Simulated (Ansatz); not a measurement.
# SrMg: the cost of one run

Program: Ansatz 0.2.0 through its Python package. Level of theory: DFT PBEsol, plane waves, PAW. These are calculated values, not measurements.

### Step 1. The structure

Symmetry: Pmmn, No. 59, orthorhombic system. The conventional cell has a = 4.149 Å, b = 6.092 Å, c = 6.065 Å, α = 90.00°, β = 90.00°, γ = 90.00°. Around Sr (site symmetry mm2) lie 6 Mg at 3.61 to 3.72 Å and 4 Sr at 3.86 Å. Around Mg (site symmetry mm2) lie 6 Sr at 3.61 to 3.72 Å and 4 Mg at 3.83 Å.

The script reads srmg.xyz:

```xyz
4
Lattice="4.148888 0.0 0.0 0.0 6.091712 0.0 0.0 0.0 6.065173" Properties=species:S:1:pos:R:3 pbc="T T T"
Sr    0.00000000    0.00000000    5.48428712
Sr    2.07444400    3.04585600    0.58088588
Mg    2.07444400    0.00000000    2.51283756
Mg    0.00000000    3.04585600    3.55233544
```

### Step 2. The script

The input, run_push.py:

```python
"""Energy and force of SrMg as one atom is pushed off its site."""

import warnings

import ansatz as az
import numpy as np

warnings.simplefilter("ignore", az.DeckWarning)

cell = az.Crystal.from_extxyz("srmg.xyz")

inverse = np.linalg.inv(np.array(cell.lattice.vectors))
home = np.array(cell.sites[2].position)
values = np.linspace(-0.2, 0.2, 5)
energies, pulls = [], []
for shift in values:
    moved = cell.move(2, to=home + shift * inverse[0])
    base = (
        moved.calculation()
        .basis(420)
        .occupations("Fermi-Dirac")
        .kpoints(spacing=0.26)
        .functional("pbesol")
        .forces()
    )
    rep = base.run(threads=1, pin="off").report
    energies.append(rep["free_energy_ev"])
    pulls.append(rep["forces_ev_ang"][2][0])

# the force is minus the slope of the free energy
print("shift (A)   dE (eV)   force along x (eV/A)")
for shift, e, f in zip(values, energies, pulls):
    print(f"{shift:8.3f} {e - energies[2]:10.5f} {f:12.4f}")
print(f"stiffness from energies {2 * np.polyfit(values, energies, 2)[0]:.3f}, from forces {-np.polyfit(values, pulls, 1)[0]:.3f} eV/A^2")
```

### Step 3. The input behind the calls

The engine receives this input (first run):

```yaml
crystal:
  lattice:
    - [4.148888, 0.0, 0.0]
    - [0.0, 6.091712, 0.0]
    - [0.0, 0.0, 6.065173]
  atoms:
    - { symbol: Sr, position: [0.0, 0.0, 0.9042259998189666] }
    - { symbol: Sr, position: [0.5, 0.5, 0.09577400018103359] }
    - { symbol: Mg, position: [0.451794312114475, 0.0, 0.4143059991858435] }
    - { symbol: Mg, position: [0.0, 0.5, 0.5856940008141565] }
basis:
  ecutwfc: 420.0
kpoints:
  mp_grid:
    kspacing: 0.26
hamiltonian:
  xc: pbesol
scf:
  occupations:
    method: fermi_dirac
output:
  forces: true
```

### Step 4. The run

Started as:

```sh
python run_push.py
```

**Question.** How long does this script take on 1 thread of Arm Neoverse V2, shared host, and how much memory does it need?

About 87 s, with a peak of 0.49 GiB.
